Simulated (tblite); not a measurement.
# Ge28H30O2: the cost of one run

Programs: tblite 0.8.0 and PySCF 2.14.0, with routines of our own; each step states its level. All values are computed. Atoms count from 0.

## Step 1: The starting structure

60 atoms, charge 0, multiplicity 1; geometry from: force field, distance geometry or constructed start.

## Step 2: Geometry optimisation with GFN2-xTB

Job settings and geometry (Å):

```
{"job": {"kind": "relax", "xc": "GFN2-xTB", "basis": "xTB"}, "charge": 0, "multiplicity": 1}
Ge    -2.854900     0.413700    -3.229000
Ge    -0.061500    -2.338900    -3.227100
Ge    -0.064400     0.436800     5.133900
Ge    -1.460100    -0.941200     3.730800
Ge    -2.855800     0.434100     2.341400
Ge    -0.081300    -2.337700     2.334600
Ge    -2.854700    -2.336300    -0.438600
Ge    -0.066800     0.442100    -0.437900
Ge    -1.454900    -0.959100    -1.830900
Ge    -1.462200    -3.737800     0.947200
Ge    -4.216500    -0.728900     0.725600
Ge    -0.072100    -5.134900    -0.439100
Ge    -0.061700     3.220900     2.346500
Ge    -2.857600     3.226800    -0.418200
Ge    -1.459800     1.835600     0.957200
Ge    -4.192100     1.645900    -1.639000
Ge     2.721200     0.438800    -3.222900
Ge     1.312500    -0.941100    -4.616900
Ge     2.714900     0.446700     2.339800
Ge     2.718300    -2.336400    -0.442200
Ge     4.077300    -0.740000    -1.624100
Ge     1.320400    -3.737400    -1.824700
Ge     1.327800    -0.946900     0.958100
Ge     1.317100     1.820200     3.737400
Ge     2.721300     3.226400    -0.436000
Ge     4.073500     1.624700     0.746300
Ge     1.336200     1.825800    -1.824200
Ge     1.313000     4.616500     0.938900
O     -5.001400     0.462900    -0.464500
O      4.883800     0.441600    -0.437800
H     -3.739300    -0.469600    -4.081500
H     -1.991600     1.211700    -4.178100
H     -0.932100    -3.215600    -4.096300
H     -0.932000     1.304900     6.025300
H      0.795300    -0.426800     6.018700
H     -2.333600    -1.818600     4.605200
H     -3.721100     1.308700     3.216500
H      0.796100    -3.208800     3.208700
H     -3.719200    -3.224500    -1.308700
H     -2.338900    -4.604700     1.822000
H     -5.164400    -1.561500     1.563000
H     -0.928200    -6.027200    -1.302500
H      0.799000    -6.021000     0.425000
H     -0.928500     4.093900     3.213900
H     -1.993400     4.180000    -1.208000
H     -3.744800     4.082000     0.466800
H     -5.114200     2.489900    -2.490400
H      3.584400     1.314400    -4.103800
H      0.439200    -0.061000    -5.483900
H      2.171000    -1.792800    -5.522200
H      3.579900    -0.436700     3.222400
H      3.587400    -3.218000     0.429100
H      5.014500    -1.585500    -2.463600
H      2.193800    -4.613100    -2.700100
H      2.197900     2.696200     4.613000
H      3.584200     4.109100    -1.311200
H      5.021500     2.458000     1.583200
H      0.465900     2.705700    -2.698800
H      0.437700     5.483400     0.065400
H      2.168200     5.526200     1.792500
```

Run with:

```bash
$ OMP_NUM_THREADS=4 python large_run.py task.json out
```

This one command runs all jobs of the session in turn.

Q: Estimate the wall time and peak memory of this first job on 4 threads of Arm Neoverse V1, shared host.

About 16 s, with a peak of 0.17 GiB.
